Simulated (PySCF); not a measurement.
# C3FeNO4: the cost of one run

Programs: PySCF 2.14.0, with density-fitted response routines of our own. Each step states its level of theory. These are calculated values for one molecule in the gas phase, unless marked as measured. Atoms count from 0, in the outputs and in this text.

### Step 1. The molecule as given

9 atoms, charge -1, multiplicity 1; geometry from: GFN2-xTB.

Bonds of the start (Å): C0–O1 1.17, C2–O3 1.17, C4–O5 1.17, N7–O8 1.20.

### Step 2. Optimising the geometry at PBE0-D3(BJ)/def2-SVP

Job settings and geometry (Å):

```
{"job": {"xc": "PBE0", "basis": "def2-SVP", "d3": "d3bj", "grid": 2, "kind": "geom"}, "charge": -1, "multiplicity": 1}
C     -1.401790     1.019050     0.217190
O     -2.364900     1.669990     0.320170
C     -0.507570    -1.652330     0.250670
O     -0.885580    -2.749330     0.375560
C      0.504240     0.147910    -1.665690
O      0.788270     0.228840    -2.794700
Fe     0.075420     0.026100     0.064200
N      1.264040     0.437060     1.076730
O      2.148170     0.742880     1.829600
```

Q: Estimate the wall time of this first job on 8 threads of Intel Xeon Platinum 8375C at 2.90GHz (Ice Lake), shared host.

About 37 s.
